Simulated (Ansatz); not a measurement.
**C2H3BF2: one species, many methods**

An exercise on one series of results from a longer session: the logs are not shown, and one member is left open.

Program: Ansatz 0.2.0, Gaussian basis. Level of theory: functionals in def2-TZVPP, the program's frozen cores in correlated methods. These are calculated values, not measurements.

Plan: LDA (SPW92), PBE-D4, revPBE-D4, BLYP-D4, r2SCAN-D4, B97M-V, PBE0-D4, B3LYP-D4, r2SCANh-D4, r2SCAN0-D4, HSE06-D4, BHLYP-D4, CAM-B3LYP-D4, LC-ωPBE, ωB97X-V, ωB97M-V, B2PLYP, PBE-QIDH; CCSD(T)/def2-SVP; CCSD(T)/def2-TZVPP; MP2/def2-QZVPP; extrapolation to the limit; RPA on PBE.

## The relaxed structure

An earlier PBE0-D4 in a triple-zeta def2 set relaxation fixed the geometry.

SMILES `C=CB(F)F`, 8 atoms, charge 0, spin multiplicity 1.

Atoms are counted from 1 here; the program's logs count them from 0.

Bond lengths: C1–C2 1.332 Å, C1–H6 1.086 Å, C1–H7 1.086 Å, C2–B3 1.543 Å, C2–H8 1.087 Å, B3–F4 1.322 Å, B3–F5 1.323 Å. Angles: C2–C1–H6 122.4°, C2–C1–H7 121.1°, H6–C1–H7 116.5°, C1–C2–B3 121.6°, C1–C2–H8 119.2°, B3–C2–H8 119.2°, C2–B3–F4 121.7°, C2–B3–F5 121.8°, F4–B3–F5 116.5°.

The first run:

Contents of in.yaml:

```yaml
crystal:
  periodic: [false, false, false]
  atoms:
    - {symbol: C, position_ang: [-0.090233, 0.508221, 1.143214]}
    - {symbol: C, position_ang: [-0.498378, -0.200951, 0.091670]}
    - {symbol: B, position_ang: [0.393432, -0.387721, -1.153680]}
    - {symbol: F, position_ang: [-0.010621, -1.091273, -2.197863]}
    - {symbol: F, position_ang: [1.601407, 0.147187, -1.232683]}
    - {symbol: H, position_ang: [-0.707619, 0.647213, 2.025199]}
    - {symbol: H, position_ang: [0.887861, 0.979466, 1.156906]}
    - {symbol: H, position_ang: [-1.483650, -0.659240, 0.111336]}
basis:
  gaussian: {orbitals: def2-TZVPP}
hamiltonian: {xc: lda}
output: {orbitals: {seedname: orbitals}}
```

Steps of the session up to this table: LDA; PBE-D4 (GGA); revPBE-D4 (GGA); BLYP-D4 (GGA); r2SCAN-D4 (meta-GGA); B97M-V (meta-GGA); PBE0-D4 (hybrid); B3LYP-D4 (hybrid); r2SCANh-D4 (hybrid); r2SCAN0-D4 (hybrid); HSE06-D4 (hybrid); BHLYP-D4 (hybrid); CAM-B3LYP-D4 (range-separated); LC-ωPBE-D4 (range-separated; the results give it without D4); ωB97X-V (range-separated); ωB97M-V (range-separated); B2PLYP (double hybrid); PBE-QIDH (double hybrid).

One of the session's tables, all rows but one given; the rest of the session is left out.

It belongs to the step «Orbital energies across the functionals». 

| functional | HOMO (eV) | LUMO (eV) | gap (eV) |
| --- | --- | --- | --- |
| LDA (SPW92) | -7.72 | -2.78 | 4.94 |
| PBE-D4 | -7.50 | -2.50 | 5.00 |
| revPBE-D4 | -7.42 | -2.39 | 5.02 |
| BLYP-D4 | -7.31 | -2.36 | 4.95 |
| r2SCAN-D4 | -7.73 | -2.29 | 5.44 |
| B97M-V | -7.69 | -2.22 | 5.47 |
| PBE0-D4 | -8.65 | -1.52 | 7.13 |
| B3LYP-D4 | -8.40 | -1.75 | 6.65 |
| r2SCANh-D4 | -8.16 | -1.93 | 6.23 |
| r2SCAN0-D4 | -8.81 | -1.40 | 7.41 |
| HSE06-D4 | -8.24 | -1.91 | 6.34 |
| BHLYP-D4 | -9.60 | -0.44 | 9.16 |
| CAM-B3LYP-D4 | -9.98 | -0.37 | 9.61 |
| LC-ωPBE | -11.41 | 0.83 | 12.24 |
| ωB97X-V | ? | ? | ? |
| ωB97M-V | -10.89 | 0.64 | 11.54 |

Q: Estimate the row for ωB97X-V from the others.

As computed: HOMO (eV): -10.99; LUMO (eV): 0.77; gap (eV): 11.75. In the column «HOMO (eV)» it lies between LC-ωPBE (-11.41) and ωB97M-V (-10.89).
